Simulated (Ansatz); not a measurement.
**Ge₂ (triplet): wave-function methods side by side at distance Ge1–Ge2 = 2.567 Å, cc-pVDZ**

How much of the correlation energy of Ge₂ (triplet) does each wave-function method recover here?

Program: Ansatz 0.2.0, Gaussian basis. Level of theory: cc-pVDZ, core rule «outside noble gas», up to 28 orbitals frozen. These are calculated values, not measurements.

The runs, in order: UHF; CCSD(T) on ROHF; CCSD(T) on UHF; BCCD(T) on ROHF; CISD; CCSDT(Q) on ROHF; CCSDT(Q) on UHF; CCSDTQ on ROHF; CCSDTQ on UHF; CASSCF and MRCISD+Q, 4 electrons in 4 orbitals; CASSCF and NEVPT2, 4 electrons in 4 orbitals; CASSCF and MRCISD+Q, 8 electrons in 8 orbitals; CASSCF and NEVPT2, 8 electrons in 8 orbitals; Full CI.

13 further runs of the same task are left out: 2 for a known fault of the program, 11 that didn't finish.

## 1. The system

The geometry derives from a PBE0/def2-TZVP stationary point (not a proven minimum). One bond is set to the value named and the two fragments are kept rigid. No spin-orbit coupling is included. The filled d shell of Ge may be among the frozen orbitals whatever the setting's name suggests; the logs give the count.

2 atoms, charge 0, spin multiplicity 3.

Atoms are counted from 1 here; the program's logs count them from 0.

Bond lengths: Ge1–Ge2 2.567 Å.

## 2. UHF

in.yaml

```yaml
crystal:
  periodic: [false, false, false]
  atoms:
    - {symbol: Ge, position_ang: [0.000000, 0.000000, 0.000000]}
    - {symbol: Ge, position_ang: [0.000000, 0.000000, 2.567000]}
basis:
  gaussian: {orbitals: cc-pVDZ}
magnetization: {spin_polarized: true, initial_magnetization: 2}
hamiltonian: {xc: hf}
output: {orbitals: {seedname: orbitals}}
```

Started as:

```sh
> ansatz run in.yaml --threads 1 --pin off --events-out ev --progress --plain --max-ram 3968MiB --backend cpu
```

The runs that follow: CCSD(T) on ROHF; CCSD(T) on UHF; BCCD(T) on ROHF; CISD; CCSDT(Q) on ROHF; CCSDT(Q) on UHF; CCSDTQ on ROHF; CCSDTQ on UHF; CASSCF and MRCISD+Q, 4 electrons in 4 orbitals; CASSCF and NEVPT2, 4 electrons in 4 orbitals; CASSCF and MRCISD+Q, 8 electrons in 8 orbitals; CASSCF and NEVPT2, 8 electrons in 8 orbitals; Full CI.

**Question.** What will the summary of the whole plan be? Wanted: FCI from the RHF energy; RMP2 from FCI; UMP2 from FCI; RCCSD from FCI; RCCSD(T) from FCI; UCCSD(T) from FCI; RCCSDT(Q) from FCI; UCCSDT(Q) from FCI; NEVPT2 valence from FCI.

**Answer**, as computed:

```
                         quantity                                                                     value
          FCI from the ROHF energy                                                                -4.4719 eV
                    RMP2 from FCI                                                           +23.42 kcal/mol
                    UMP2 from FCI                                                           +23.69 kcal/mol
                   RCCSD from FCI                                                            +6.38 kcal/mol
                RCCSD(T) from FCI                                                            +1.52 kcal/mol
                UCCSD(T) from FCI                                                            +1.45 kcal/mol
               RCCSDT(Q) from FCI                                                            +0.13 kcal/mol
               UCCSDT(Q) from FCI                                                            +0.04 kcal/mol
          NEVPT2 valence from FCI                                                           +14.41 kcal/mol
        MRCISD+Q valence from FCI                                                            -0.48 kcal/mol
levels within 1 kcal/mol (43 meV)  RCCSDT, UCCSDT, RCCSDT(Q), UCCSDT(Q), RCCSDTQ, UCCSDTQ, MRCISD+Q valence
                    T1 diagnostic                                                                     0.020
   effectively unpaired electrons                                                                      2.14
```

RCCSD(T) lands +1.52 kcal/mol from the yardstick (1.5 % of the correlation energy). MRCISD+Q valence falls below full CI: the +Q correction isn't variational, and the cores differ from full CI's. One determinant dominates. Of the multireference levels listed MRCISD+Q valence comes nearest in total energy (-0.48 kcal/mol), which doesn't show that its space is the better one. Coupled cluster took another determinant than the lowest Hartree-Fock one. These misses are within one basis, not against nature; the frozen cores of restricted and unrestricted runs differ, which can shift their rows.

Levels on UHF freeze UHF's core orbitals, full CI those of ROHF, so the U rows can settle a little off it for that reason alone.

With open shells the CI space here admits some triples and quadruples, so it is larger than plain CISD.
